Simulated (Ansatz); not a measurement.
CH5OSb, SMILES C[O][SbH2], the energy of protonation at one site

Computed with Ansatz 0.2.0 through its Python package.

The cells in order, each with its output:

In [1]:
```python
import ansatz
from ase import Atoms
import numpy as np
```

In [2]:
```python
BASIS = "def2-SVP"
FUNCTIONAL = "r2scan"
NET_CHARGE = 1
FORCE_TOL = 0.01
```

In [3]:
```python
atoms = Atoms(["C", "O", "Sb", "H", "H", "H", "H", "H"], positions=[
    (-0.4167, 1.0539, -0.1401),
    (-0.6678, -0.1199, 0.5119),
    (0.3661, -1.5328, -0.5044),
    (-0.7639, 1.049, -1.2007),
    (0.6119, 1.3727, -0.1568),
    (-1.0361, 1.9077, 0.3719),
    (1.9152, -1.0644, 0.3272),
    (0.0834, -2.7233, 0.7352),
])
ch5osb = ansatz.Crystal.molecule_from_ase(atoms)
```

In [4]:
```python
calc = ch5osb.calculation()
calc = calc.basis(gaussian=BASIS)
calc = calc.functional(FUNCTIONAL)
symbols = [site.symbol for site in ch5osb.cartesian_sites]
start = np.array([site.position_ang for site in ch5osb.cartesian_sites], dtype=float)
r = calc.relax(force_tolerance=0.01).run().report
end = np.array(r["positions_ang"])
```

In [5]:
```python
# start the new hydrogen opposite the existing bonds
away = sum((end[1] - end[j]) / np.linalg.norm(end[1] - end[j]) for j in [0, 2]) + np.array([0.15, 0.1, -0.2])
proton = end[1] + 1.0 * away / np.linalg.norm(away)
acid = ansatz.Crystal.molecule()
for symbol, place in zip(symbols, end):
    acid = acid.atom(symbol, place.tolist())
acid = acid.atom("H", proton.tolist())
protonated = (
    acid.calculation()
    .basis(gaussian=BASIS)
    .functional(FUNCTIONAL)
    .charge(NET_CHARGE)
    .relax(force_tolerance=FORCE_TOL, max_steps=80)
)
after = protonated.run().report
xyz = np.array(after["positions_ang"])
reach = np.linalg.norm(xyz[:-1] - xyz[-1], axis=1)
print(f"base {r['free_energy_ev']:.5f} eV, protonated {after['free_energy_ev']:.5f} eV")
print(f"the proton ends {reach.min():.3f} A from {symbols[reach.argmin()]}{reach.argmin()}")
print(f"electronic proton affinity {23.060548 * (r['free_energy_ev'] - after['free_energy_ev']):.1f} kcal/mol")
```
```text
base -9700.52719 eV, protonated -9709.78693 eV
the proton ends 0.974 A from O1
electronic proton affinity 213.5 kcal/mol
```

Total energies depend on the basis set; only differences at equal settings carry meaning. The proton is put on one chosen atom, which needn't be the most basic site, so the molecule's proton affinity can be higher; the ends are stationary points, not checked by frequencies, and zero-point and thermal terms count only where printed. def2 sets replace the cores of elements past krypton by effective core potentials. Timing: 82 s on 1 thread of Arm Neoverse V2, with other jobs on the host, peak memory 0.22 GiB.

(Lines on the test bed's own set-up are left out of the output.)
